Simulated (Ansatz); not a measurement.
**Y3Ni2 (element-swapped structure): how the settings move a single-point run**

How sensitive is a single-point run of Y3Ni2 (element-swapped structure) to its settings? A reference run comes first, then three runs with altered input.

Method: reference: DFT r2SCAN, plane waves, PAW, scalar-relativistic, no spin polarisation, in Ansatz 0.2.0.

1 further run of the same task is left out (it didn't finish).

## 1. The system as given

The structure is hexagonal, space group P6_3/m (No. 176). Conventional cell: a = 7.837 Å, b = 7.837 Å, c = 3.912 Å, α = 90.00°, β = 90.00°, γ = 120.00°. Around Ni (site symmetry -3) lie 2 Ni at 1.96 Å. Ni (site symmetry -6) has 9 Y at 2.85 to 3.15 Å as nearest neighbours. Y (site symmetry m) is surrounded by 5 Ni at 2.85 to 3.15 Å.

As a file:

```cif
data_structure
_symmetry_space_group_name_H-M 'P6_3/m'
_symmetry_Int_Tables_number 176
_cell_length_a 7.8370
_cell_length_b 7.8370
_cell_length_c 3.9120
_cell_angle_alpha 90.000
_cell_angle_beta 90.000
_cell_angle_gamma 120.000
_cell_volume 208.08
loop_
_atom_site_label
_atom_site_type_symbol
_atom_site_symmetry_multiplicity
_atom_site_Wyckoff_symbol
_atom_site_fract_x
_atom_site_fract_y
_atom_site_fract_z
_atom_site_occupancy
Ni1 Ni 2 b 0.00000 0.00000 0.00000 1
Ni2 Ni 2 c 0.66667 0.33333 0.75000 1
Y1 Y 6 h 0.29320 0.90850 0.75000 1
```

## 2. Baseline

Input file input.yaml:

```yaml
crystal:
  lattice:
    - [3.918506, 6.787052, 0.0]
    - [-3.918506, 6.787052, 0.0]
    - [0.0, 0.0, 3.912038]
  atoms:
    - { symbol: Ni, position: [0.0, 0.0, 0.0] }
    - { symbol: Ni, position: [0.0, 0.0, 0.5] }
    - { symbol: Ni, position: [0.3333, 0.3334, 0.25] }
    - { symbol: Ni, position: [0.6666, 0.6667, 0.75] }
    - { symbol: "Y", position: [0.3847, 0.7068, 0.25] }
    - { symbol: "Y", position: [0.2932, 0.0915, 0.75] }
    - { symbol: "Y", position: [0.9085, 0.3847, 0.25] }
    - { symbol: "Y", position: [0.6153, 0.2932, 0.75] }
    - { symbol: "Y", position: [0.7068, 0.9085, 0.25] }
    - { symbol: "Y", position: [0.0915, 0.6153, 0.75] }
  symmetry: { tolerance: 0.0003 }
kpoints:
  mp_grid: { grid: [3, 3, 5], shift: [0, 0, 0] }
magnetization:
  spin_polarized: false
scf:
  occupations: { method: gaussian, width: 0.0427 }
hamiltonian:
  pseudopotentials: { kind: paw }
  xc: r2scan
basis:
  ecutwfc: 500
output:
  forces: true
  stress: true
  eigenvalues: true
```

Run with:

```sh
> ansatz run input.yaml --threads 1 --pin off --max-ram 2560MiB --backend cpu --events-out ev --progress --plain --runs-dir out
```

## 3. Variant: mp_grid.shift [0.5, 0.5, 0.5], dr2_threshold 1.0e-09

Changes to input.yaml since step 2:

```diff
@@ -18,3 +18,3 @@
 kpoints:
-  mp_grid: { grid: [3, 3, 5], shift: [0, 0, 0] }
+  mp_grid: { grid: [3, 3, 5], shift: [0.5, 0.5, 0.5] }
 magnetization:
@@ -23,2 +23,3 @@
   occupations: { method: gaussian, width: 0.0427 }
+  convergence: { dr2_threshold: 1.0e-09 }
 hamiltonian:
@@ -32 +33,5 @@
   eigenvalues: true
+  write_density: true
+  write_potential: true
+  elf: true
+  volumetric_format: npy
```

## 4. Changed: eigensolver.kind davidson

Changes to input.yaml since step 2:

```diff
@@ -23,2 +23,3 @@
   occupations: { method: gaussian, width: 0.0427 }
+  eigensolver: { kind: davidson }
 hamiltonian:
```

## 5. Changing settings: scf.algorithm direct_min, pseudopotentials.source jth

Changes to input.yaml since step 2:

```diff
@@ -23,4 +23,5 @@
   occupations: { method: gaussian, width: 0.0427 }
+  algorithm: direct_min
 hamiltonian:
-  pseudopotentials: { kind: paw }
+  pseudopotentials: { kind: paw, source: jth }
   xc: r2scan
```

Before running it: what results should come out? Wanted: for each run, ending; energy change; pressure; gap; force.

As calculated:

| run | ending | energy change | pressure (GPa) | gap (eV) | force (eV/Å) | cycles | time |
| --- | --- | --- | --- | --- | --- | --- | --- |
| reference | converged | 0 | 9.2 | 0.00 | 0.20 | 20 | 40 s |
| 1: mp_grid.shift [0.5, 0.5, 0.5], dr2_threshold 1.0e-09 | converged | +4.6 meV/atom | 9.3 | 0.00 | 0.19 | 19 | 69 s |
| 2: eigensolver.kind davidson | converged | 0.0 meV/atom | 9.2 | 0.00 | 0.20 | 19 | 51 s |
| 3: scf.algorithm direct_min, pseudopotentials.source jth | converged | not comparable | 9.3 | 0.00 | 0.19 | 9 | 3.4 min |

Times don't compare one to one where runs were asked for different outputs or read a saved state (see the inputs); cycles may leave out searches for a lower state.

Residual by cycle in the longest SCF loop of each run; runs are numbered as in the table. The quantity is the density residual dr2, in eV.

| cycle | reference | run 1 | run 2 | run 3 |
| --- | --- | --- | --- | --- |
| 1 | 4.03 | 4.56 | 4.05 | 65.2 |
| 3 | 2.26 | 2.31 | 2.18 | 3.98 |
| 4 | 0.677 | 0.518 | 0.724 | 0.138 |
| 6 | 11.5 | 0.844 | 10.7 | 8.3e-5 |
| 8 | 0.149 | 0.181 | 0.0267 | 2.9e-7 |
| 10 | 0.0166 | 0.00102 | 0.0021 | - |
| 11 | 0.0178 | 3.0e-5 | 0.00531 | - |
| 13 | 0.00446 | 2.5e-5 | 0.00328 | - |
| 15 | 2.0e-5 | 1.2e-7 | 2.8e-5 | - |
| 17 | 9.5e-6 | 1.2e-8 | 4.3e-6 | - |
| 18 | 1.7e-7 | 3.1e-9 | 7.2e-7 | - |
| 20 | 1.7e-8 | - | - | - |

**Reading.** Of the converged runs whose energies compare with the reference's, «mp_grid.shift [0.5, 0.5, 0.5], dr2_threshold 1.0e-09» moves the energy most (+4.6 meV/atom) and «eigensolver.kind davidson» least (0.0 meV/atom). Run 3 ran under the cutoff that the potentials recommend, as the log warns, so basis error is mixed into its values, and swamps them where the cutoff is far short.

Caveats on the reference run: it has no spin polarisation, so a magnetic state may lie lower; its mesh is coarse for a cell with so small a gap or none; the structure is made up and not relaxed.
